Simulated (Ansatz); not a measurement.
# C2H5NSe: basis-set convergence

The task here is to estimate one member of a computed series from the others.

Computed with Ansatz 0.2.0, Gaussian basis. Level: one geometry, several basis sets.

Levels to be run: PBE0-D4/def2-SVP; ωB97M-V/def2-SVP; PBE0-D4/def2-QZVPP; ωB97M-V/def2-QZVPP; the functionals' def2-TZVPP values are taken from earlier runs.

### The relaxed structure

The geometry comes from an earlier relaxation with PBE0-D4 in a triple-zeta def2 set; it is a stationary point, not always the lowest conformer.

SMILES `C1NC[Se]1`, 9 atoms, charge 0, spin multiplicity 1.

Atoms are counted from 1 here; the program's logs count them from 0.

Bond lengths: C1–N2 1.456 Å, C1–Se4 1.972 Å, C1–H5 1.091 Å, C1–H6 1.095 Å, N2–C3 1.456 Å, N2–H7 1.012 Å, C3–Se4 1.972 Å, C3–H8 1.095 Å, C3–H9 1.091 Å. Angles: N2–C1–Se4 91.7°, N2–C1–H5 114.1°, N2–C1–H6 115.4°, Se4–C1–H5 113.5°, Se4–C1–H6 110.9°, H5–C1–H6 110.2°, C1–N2–C3 102.3°, C1–N2–H7 113.8°, C3–N2–H7 113.8°, N2–C3–Se4 91.7°, N2–C3–H8 115.4°, N2–C3–H9 114.1°, Se4–C3–H8 110.9°, Se4–C3–H9 113.5°, H8–C3–H9 110.2°, C1–Se4–C3 70.2°.

The first run:

in.yaml

```yaml
crystal:
  periodic: [false, false, false]
  atoms:
    - {symbol: C, position_ang: [-0.872526, 0.715384, 0.093377]}
    - {symbol: N, position_ang: [0.465501, 0.356776, 0.541934]}
    - {symbol: C, position_ang: [0.825384, -0.711581, -0.379596]}
    - {symbol: Se, position_ang: [-0.598479, -0.186317, -1.639095]}
    - {symbol: H, position_ang: [-1.039207, 1.789381, 0.003171]}
    - {symbol: H, position_ang: [-1.693926, 0.250857, 0.649083]}
    - {symbol: H, position_ang: [0.511661, 0.088590, 1.516763]}
    - {symbol: H, position_ang: [0.660742, -1.728063, -0.006837]}
    - {symbol: H, position_ang: [1.829352, -0.621427, -0.795900]}
basis:
  gaussian: {orbitals: def2-SVP}
hamiltonian: {xc: pbe0, dispersion: d4}
output: {orbitals: {seedname: orbitals}}
```

Steps of the session up to this table: PBE0-D4 in def2-SVP; ωB97M-V in def2-SVP; PBE0-D4 in def2-QZVPP; ωB97M-V in def2-QZVPP.

One table of the session follows, with a row left open; its other results are not shown here.

It belongs to the step «Functionals by basis». 

```
functional       basis  HOMO (eV)
   PBE0-D4    def2-SVP      -5.98
   PBE0-D4  def2-TZVPP      -6.09
   PBE0-D4  def2-QZVPP          ?
   ωB97M-V    def2-SVP      -8.19
   ωB97M-V  def2-TZVPP      -8.31
   ωB97M-V  def2-QZVPP      -8.33
```

Estimate the missing values for PBE0-D4, def2-QZVPP.

The run gave: HOMO (eV): -6.12. In the column «HOMO (eV)» it lies between ωB97M-V, def2-SVP (-8.19) and PBE0-D4, def2-TZVPP (-6.09).
